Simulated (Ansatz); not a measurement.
# GeH3OS−: geometry optimisation

Aim: relax GeH3OS− at this level.

The runs use Ansatz 0.2.0; RKS wB97X-V/def2-SVPD.

## (1) The starting structure

SMILES `[OH][GeH2][S-]`, 6 atoms, charge -1, spin multiplicity 1.

Atoms are counted from 1 here; the program's logs count them from 0.

Bond lengths: O1–Ge2 1.873 Å, O1–H4 0.976 Å, Ge2–S3 2.150 Å, Ge2–H5 1.577 Å, Ge2–H6 1.577 Å. Angles: Ge2–O1–H4 103.6°, O1–Ge2–S3 111.9°, O1–Ge2–H5 101.9°, O1–Ge2–H6 101.9°, S3–Ge2–H5 116.9°, S3–Ge2–H6 117.0°, H5–Ge2–H6 105.3°.

Coordinates:

```xyz
6

O    -0.45480   -1.36868   -0.25478
Ge    0.35067    0.28617    0.09273
S    -1.08143    1.88991    0.09091
H    -1.39760   -1.14539   -0.36863
H     1.47851    0.33576   -1.00883
H     1.10465    0.00223    1.44860
```

## (2) Relaxation

Contents of input.yaml:

```yaml
crystal:
  periodic: [false, false, false]
  atoms:
    - { symbol: O, position_ang: [-0.454801, -1.368685, -0.254778] }
    - { symbol: Ge, position_ang: [0.350673, 0.286173, 0.092731] }
    - { symbol: S, position_ang: [-1.081429, 1.889914, 0.090911] }
    - { symbol: H, position_ang: [-1.397601, -1.145392, -0.368626] }
    - { symbol: H, position_ang: [1.47851, 0.335763, -1.00883] }
    - { symbol: H, position_ang: [1.104648, 0.002226, 1.448602] }
total_charge: -1
basis:
  gaussian: { orbitals: def2-SVPD }
hamiltonian:
  xc: { name: wB97X-V }
output:
  forces: true
relax:
  f_tol: 0.003
  max_steps: 120
```

Started as:

```bash
> ansatz run input.yaml --threads 1 --pin off --max-ram 2560MiB --backend cpu --events-out ev --progress --plain --runs-dir out
```

Before running it: what results should come out? Wanted: energy gained; root mean square move.

The runs gave:

```
             quantity      value
        energy gained  0.0253 eV
root mean square move    0.020 Å
```

**Reading.** Bond lengths: O1–Ge2 1.841 Å, O1–H4 0.964 Å, Ge2–S3 2.126 Å, Ge2–H5 1.560 Å, Ge2–H6 1.560 Å. Angles: Ge2–O1–H4 105.6°, O1–Ge2–S3 111.1°, O1–Ge2–H5 102.4°, O1–Ge2–H6 102.4°, S3–Ge2–H5 116.9°, S3–Ge2–H6 116.9°, H5–Ge2–H6 105.2°. No frequencies were computed here.
